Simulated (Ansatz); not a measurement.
# C₅H₁₁FGeO₂: one species, many methods

How much do the methods differ for C₅H₁₁FGeO₂? The plan is to run it at one geometry with functionals of several rungs and with coupled cluster. The yardstick is the atomisation energy at the CCSD(T) limit.

Program: Ansatz 0.2.0, Gaussian basis. Level of theory: functionals in def2-TZVPP, the program's frozen cores in correlated methods. These are calculated values, not measurements.

Levels to be run: LDA (SPW92), PBE-D4, revPBE-D4, BLYP-D4, r2SCAN-D4, B97M-V, PBE0-D4, B3LYP-D4, r2SCANh-D4, r2SCAN0-D4, HSE06-D4, BHLYP-D4, CAM-B3LYP-D4, LC-ωPBE, ωB97X-V, ωB97M-V, B2PLYP, PBE-QIDH; CCSD(T)/def2-SVP; CCSD(T)/def2-TZVPP; MP2/def2-QZVPP; extrapolation to the limit; RPA on PBE.

## 1. The geometry

The geometry comes from an earlier relaxation with PBE0-D4 in a triple-zeta def2 set; it is a stationary point, not always the lowest conformer.

20 atoms, charge 0, spin multiplicity 1.

Atoms are counted from 1 here; the program's logs count them from 0.

Bond lengths: C1–C2 1.326 Å, C1–H10 1.083 Å, C1–H11 1.086 Å, C2–C3 1.489 Å, C2–H12 1.087 Å, C3–Ge4 1.940 Å, C3–H13 1.094 Å, C3–H14 1.092 Å, Ge4–F5 1.743 Å, Ge4–O6 1.748 Å, Ge4–O8 1.757 Å, O6–C7 1.416 Å, C7–H15 1.092 Å, C7–H16 1.095 Å, C7–H17 1.094 Å, O8–C9 1.412 Å, C9–H18 1.095 Å, C9–H19 1.092 Å and more. Angles: C2–C1–H10 121.3°, C2–C1–H11 121.6°, H10–C1–H11 117.0°, C1–C2–C3 124.7°, C1–C2–H12 119.3°, C3–C2–H12 116.0°, C2–C3–Ge4 111.7°, C2–C3–H13 111.9°, C2–C3–H14 111.9°, Ge4–C3–H13 105.5°, Ge4–C3–H14 107.5°, H13–C3–H14 108.0°, C3–Ge4–F5 108.5°, C3–Ge4–O6 110.1°, C3–Ge4–O8 116.9°, F5–Ge4–O6 109.0°, F5–Ge4–O8 105.4°, O6–Ge4–O8 106.6° and more.

## 2. LDA

This LDA is Slater exchange with PW92 correlation.

Input file in.yaml:

```yaml
crystal:
  periodic: [false, false, false]
  atoms:
    - {symbol: C, position_ang: [-0.696394, 1.179661, -2.748122]}
    - {symbol: C, position_ang: [-1.067823, 1.303182, -1.481158]}
    - {symbol: C, position_ang: [-1.605615, 0.195932, -0.643634]}
    - {symbol: Ge, position_ang: [-0.354404, -0.325593, 0.743933]}
    - {symbol: F, position_ang: [-1.006908, -1.705417, 1.585008]}
    - {symbol: O, position_ang: [-0.139079, 0.983479, 1.881386]}
    - {symbol: C, position_ang: [0.817123, 0.889396, 2.921982]}
    - {symbol: O, position_ang: [1.253025, -0.810995, 0.225387]}
    - {symbol: C, position_ang: [1.424241, -1.937953, -0.607512]}
    - {symbol: H, position_ang: [-0.296090, 2.019951, -3.302060]}
    - {symbol: H, position_ang: [-0.781004, 0.234961, -3.276760]}
    - {symbol: H, position_ang: [-0.962651, 2.266637, -0.988000]}
    - {symbol: H, position_ang: [-2.519385, 0.488776, -0.118559]}
    - {symbol: H, position_ang: [-1.827967, -0.693325, -1.237772]}
    - {symbol: H, position_ang: [0.842857, 1.854467, 3.431267]}
    - {symbol: H, position_ang: [0.541323, 0.118543, 3.648774]}
    - {symbol: H, position_ang: [1.815824, 0.668470, 2.533991]}
    - {symbol: H, position_ang: [0.991370, -2.842313, -0.166693]}
    - {symbol: H, position_ang: [2.496766, -2.096490, -0.735692]}
    - {symbol: H, position_ang: [0.983190, -1.781766, -1.599565]}
basis:
  gaussian: {orbitals: def2-TZVPP}
hamiltonian: {xc: lda}
output: {orbitals: {seedname: orbitals}}
```

Started as:

```bash
$ ansatz run in.yaml --threads 5 --pin off --events-out ev --progress --plain --max-ram 66560MiB --backend cuda --devices 0, --max-vram 37GiB
```

The runs that follow: PBE-D4 (GGA); revPBE-D4 (GGA); BLYP-D4 (GGA); r2SCAN-D4 (meta-GGA); B97M-V (meta-GGA); B3LYP-D4 (hybrid); r2SCANh-D4 (hybrid); r2SCAN0-D4 (hybrid); HSE06-D4 (hybrid); BHLYP-D4 (hybrid); CAM-B3LYP-D4 (range-separated); LC-ωPBE (range-separated); ωB97X-V (range-separated); ωB97M-V (range-separated); B2PLYP (double hybrid); PBE-QIDH (double hybrid); CCSD(T) in def2-SVP; CCSD(T) in def2-TZVPP; MP2 in def2-QZVPP; RPA on PBE orbitals.

**Question.** What will the summary of the whole plan be? Wanted: atomisation energy, CCSD(T)/CBS; farthest beyond LDA; mean size of error, GGA; mean size of error, meta-GGA; mean size of error, hybrid; mean size of error, range-separated; mean size of error, double hybrid; gap, smallest and largest; T1 diagnostic.

As calculated:

| quantity | value |
| --- | --- |
| atomisation energy, CCSD(T)/CBS | 7973.9 kJ/mol |
| functionals within 79.7 kJ/mol (1.0 %) | revPBE-D4, BLYP-D4, r2SCAN-D4, B97M-V, PBE0-D4, B3LYP-D4, r2SCANh-D4, HSE06-D4, CAM-B3LYP-D4, LC-ωPBE, ωB97X-V, ωB97M-V, PBE-QIDH |
| farthest beyond LDA | BHLYP-D4 (-275.9 kJ/mol) |
| mean size of error, GGA | 80.6 kJ/mol |
| mean size of error, meta-GGA | 7.4 kJ/mol |
| mean size of error, hybrid | 81.6 kJ/mol |
| mean size of error, range-separated | 15.7 kJ/mol |
| mean size of error, double hybrid | 74.0 kJ/mol |
| gap, smallest and largest | 5.01 eV (LDA (SPW92)), 12.28 eV (LC-ωPBE) |
| T1 diagnostic | 0.0117 |
| triples share of the correlation energy | 3.8 % |

What this shows: LDA overbinds by 1175.8 kJ/mol (15 %). PBE-D4 misses by +155.7 kJ/mol. Double hybrids carry the basis error of their MP2 part in triple zeta, and no dispersion term here, so their miss is partly the set-up's. The rungs meta-GGA, range-separated, double hybrid miss on average by less than the doubt on the reference (79.7 kJ/mol), so they tie. Misses under about 79.7 kJ/mol are within the doubt on the reference itself, which lacks core-valence correlation, relativity and higher excitations, and its outer-core shells are covered unevenly. Hartree-Fock recovers 73 % of the binding; the rest is correlation. CCSD(T) in def2-SVP is off by -394.8 kJ/mol, more than most functionals: a good method in a small basis is no reference. The gap grows from 5.0 to 12.3 eV across the functionals, mostly with the share of exact exchange. Correlated methods include outer-core shells of Ge, which these sets cover unevenly.
